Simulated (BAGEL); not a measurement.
# B3LYP/6-31G(d) (density fitting with qzvpp-jkfit, spherical functions) run of C2H4NSi− (SMILES C#C[SiH-]N)

What is the energy change on altering one bond length of C2H4NSi− at B3LYP/6-31G* (density fitting with qzvpp-jkfit, spherical functions)? 

Program for the calculation: BAGEL 1.2.2.

### 1 The system as given

C2H4NSi−: 8 atoms, total charge -1, spin state singlet. SMILES: `C#C[SiH-]N`. Geometry: relaxed at GFN2-xTB. This is one conformer, not always the lowest.

Bond lengths: C1–C2 1.211 Å, C2–Si3 1.874 Å, Si3–N4 1.793 Å, C1–H5 1.062 Å, Si3–H6 1.518 Å, N4–H7 1.014 Å, N4–H8 1.020 Å. Angles: C1–C2–Si3 163.3°, C2–Si3–N4 105.2°, C2–C1–H5 176.3°, C2–Si3–H6 99.0°, N4–Si3–H6 98.3°, Si3–N4–H7 111.6°, Si3–N4–H8 115.0°, H7–N4–H8 106.5°.

### 2 A single-point energy at B3LYP/6-31G(d) (density fitting with qzvpp-jkfit, spherical functions)

input.json reads:

```json
{ "bagel" : [

{
  "title" : "molecule",
  "basis" : "6-31gs.json",
  "df_basis" : "qzvpp-jkfit",
  "angstrom" : true,
  "geometry" : [
    { "atom" : "C", "xyz" : [    0.279050,    1.853940,   -1.189400 ] },
    { "atom" : "C", "xyz" : [    0.177520,    1.083400,   -0.260710 ] },
    { "atom" : "Si", "xyz" : [    0.551220,   -0.169920,    1.081360 ] },
    { "atom" : "N", "xyz" : [   -0.100430,   -1.724230,    0.469350 ] },
    { "atom" : "H", "xyz" : [    0.301890,    2.546050,   -1.994630 ] },
    { "atom" : "H", "xyz" : [   -0.569410,    0.172850,    2.046120 ] },
    { "atom" : "H", "xyz" : [    0.434460,   -2.067110,   -0.320570 ] },
    { "atom" : "H", "xyz" : [   -1.074300,   -1.694990,    0.168480 ] }
  ]
},
{ "title" : "ks", "xc_func" : "b3lyp", "charge" : -1 },
{ "title" : "print", "file" : "orbitals.molden", "orbitals" : true }

]}
```

The basis set 6-31G* is read from a file made from the Basis Set Exchange's data (not shown).

The run is started by

```console
$ BAGEL_NUM_THREADS=1 BAGEL input.json > input.out
```

What it wrote:

```text
* using 1 threads per process

  ===============================================================
  ===============================================================

  *** Geometry ***

  { "atom" : "C", "xyz" : [      0.527328,      3.503439,     -2.247640 ] },
  { "atom" : "C", "xyz" : [      0.335464,      2.047329,     -0.492670 ] },
  { "atom" : "Si", "xyz" : [      1.041655,     -0.321102,      2.043474 ] },
  { "atom" : "N", "xyz" : [     -0.189785,     -3.258322,      0.886943 ] },
  { "atom" : "H", "xyz" : [      0.570489,      4.811337,     -3.769304 ] },
  { "atom" : "H", "xyz" : [     -1.076029,      0.326639,      3.866606 ] },
  { "atom" : "H", "xyz" : [      0.821010,     -3.906272,     -0.605790 ] },
  { "atom" : "H", "xyz" : [     -2.030133,     -3.203067,      0.318381 ] },

  Number of auxiliary basis functions:      427

  Since a DF basis is specified, we compute 2- and 3-index integrals:
    o Being stored without compression. Storage requirement is 0.016 GB

  Number of basis functions:       68
  Number of electrons      :       37

    * METHOD: MOLECULE                             0.17

  *** Kohn-Sham DFT ***

    * Removing 13510 points whose weight is below 1.00e-10
    * Grid points: 105738

  === Nuclear Repulsion ===
   129.6474828698

       - DIIS with orbital gradients will be used.

  === KS iteration (b3lyp / 6-31gs.json) ===
      0       -396.75052494          0.14082214           0.27
      1       -367.00056093          0.22163684           0.25
      2       -361.66631049          0.23343230           0.26
      3       -396.31119818          0.19164567           0.26
      4       -415.85476968          0.09178967           0.26
      5       -420.68157158          0.06614117           0.26
      6       -422.33658678          0.03523573           0.26
      7       -422.61881680          0.02188303           0.26
      8       -422.78044349          0.00747496           0.26
      9       -422.79688160          0.00146901           0.26
     10       -422.79773070          0.00036826           0.25
     11       -422.79778336          0.00014005           0.25
     12       -422.79779003          0.00001797           0.25
     13       -422.79779015          0.00000984           0.25
     14       -422.79779018          0.00000189           0.26
     15       -422.79779018          0.00000098           0.26
     16       -422.79779019          0.00000023           0.26
     17       -422.79779019          0.00000012           0.26
     18       -422.79779019          0.00000004           0.26
     19       -422.79779019          0.00000002           0.26
     20       -422.79779019          0.00000000           0.26
    * SCF iteration converged.

    * Permanent dipole moment:
           (    0.739048,     0.007713,     1.387075) a.u.

    * METHOD: KS                                   5.90

    * METHOD: PRINT                                0.01

  ===============================================================
```

It took 6.3 s on 1 thread of Arm Neoverse V1, shared host; peak memory 0.35 GiB.

### 3 The distorted shape

input.json reads:

```json
{ "bagel" : [

{
  "title" : "molecule",
  "basis" : "6-31gs.json",
  "df_basis" : "qzvpp-jkfit",
  "angstrom" : true,
  "geometry" : [
    { "atom" : "C", "xyz" : [       0.766024,       1.839319,      -1.038953 ] },
    { "atom" : "C", "xyz" : [       0.664494,       1.068779,      -0.110263 ] },
    { "atom" : "Si", "xyz" : [       1.038194,      -0.184541,       1.231807 ] },
    { "atom" : "N", "xyz" : [       0.386544,      -1.738851,       0.619797 ] },
    { "atom" : "H", "xyz" : [       0.788864,       2.531429,      -1.844183 ] },
    { "atom" : "H", "xyz" : [      -0.082436,       0.158229,       2.196567 ] },
    { "atom" : "H", "xyz" : [       0.921434,      -2.081731,      -0.170123 ] },
    { "atom" : "H", "xyz" : [      -1.074300,      -1.694990,       0.168480 ] }
  ]
},

{
  "title" : "ks",
  "xc_func" : "b3lyp",
  "charge" : -1
},

{
  "title" : "print",
  "file" : "orbitals.molden",
  "orbitals" : true
}

]}
```

The basis set 6-31G* is read from a file made from the Basis Set Exchange's data (not shown).

The run is started by

```console
$ BAGEL_NUM_THREADS=1 BAGEL input.json > input.out
```

What it wrote:

```text
* using 1 threads per process

  ===============================================================
  ===============================================================

  *** Geometry ***

  { "atom" : "C", "xyz" : [      1.447576,      3.475809,     -1.963337 ] },
  { "atom" : "C", "xyz" : [      1.255712,      2.019700,     -0.208367 ] },
  { "atom" : "Si", "xyz" : [      1.961902,     -0.348732,      2.327778 ] },
  { "atom" : "N", "xyz" : [      0.730462,     -3.285952,      1.171247 ] },
  { "atom" : "H", "xyz" : [      1.490737,      4.783708,     -3.485001 ] },
  { "atom" : "H", "xyz" : [     -0.155781,      0.299009,      4.150910 ] },
  { "atom" : "H", "xyz" : [      1.741258,     -3.933901,     -0.321486 ] },
  { "atom" : "H", "xyz" : [     -2.030133,     -3.203067,      0.318381 ] },

  Number of auxiliary basis functions:      427

  Since a DF basis is specified, we compute 2- and 3-index integrals:
    o Being stored without compression. Storage requirement is 0.016 GB

  Number of basis functions:       68
  Number of electrons      :       37

    * METHOD: MOLECULE                             0.17

  *** Kohn-Sham DFT ***

    * Removing 12947 points whose weight is below 1.00e-10
    * Grid points: 106301

  === Nuclear Repulsion ===
   127.8284290650

       - DIIS with orbital gradients will be used.

  === KS iteration (b3lyp / 6-31gs.json) ===
      0       -396.25368893          0.15105046           0.25
      1       -377.74424497          0.16524511           0.24
      2       -387.32423053          0.15577346           0.24
      3       -405.88575737          0.14703700           0.24
      4       -420.91491929          0.05845466           0.24
      5       -421.33615307          0.05697586           0.24
      6       -422.67772038          0.01003767           0.24
      7       -422.71365073          0.00620386           0.24
      8       -422.72052564          0.00410736           0.24
      9       -422.72280061          0.00411556           0.24
     10       -422.72746819          0.00091049           0.24
     11       -422.72787105          0.00010619           0.24
     12       -422.72787514          0.00002115           0.24
     13       -422.72787533          0.00000871           0.24
     14       -422.72787529          0.00001440           0.24
     15       -422.72787536          0.00000084           0.24
     16       -422.72787536          0.00000113           0.24
     17       -422.72787536          0.00000032           0.24
     18       -422.72787536          0.00000008           0.24
     19       -422.72787536          0.00000002           0.24
     20       -422.72787536          0.00000001           0.24
     21       -422.72787536          0.00000001           0.24
    * SCF iteration converged.

    * Permanent dipole moment:
           (    0.194965,    -0.476452,     1.177246) a.u.

    * METHOD: KS                                   5.71

    * METHOD: PRINT                                0.01

  ===============================================================
```

Wall time 6 s (1 thread of Arm Neoverse V1, shared host); peak memory 0.35 GiB.

### 4 Summary of results

At B3LYP/6-31G* (density fitting with qzvpp-jkfit, spherical functions):

| quantity | value |
| --- | --- |
| first shape: total energy | -422.79779 Eh |
| first shape: HOMO energy | 0.97 eV |
| first shape: LUMO energy | 5.54 eV |
| first shape: HOMO–LUMO gap (to an unbound level, set by the basis) | 4.57 eV |
| distorted shape: total energy | -422.72788 Eh |
| distorted shape: HOMO energy | 0.55 eV |
| distorted shape: LUMO energy | 4.14 eV |
| distorted shape: HOMO–LUMO gap (to an unbound level, set by the basis) | 3.59 eV |
| energy change with the N4–H8 bond stretched from 1.020 to 1.530 Å | 1.902 eV |

With the N4–H8 bond stretched from 1.020 to 1.530 Å the energy rises by 1.90 eV (44 kcal/mol). The first shape isn't relaxed at this level, so the change isn't measured from a minimum. The HOMO (first shape) lies at positive energy, 0.97 eV, from the functional's self-interaction, a short basis or an electron that isn't bound; only total energies against the neutral tell. The HOMO (distorted shape) lies at positive energy, 0.55 eV, from the functional's self-interaction, a short basis or an electron that isn't bound; only total energies against the neutral tell.
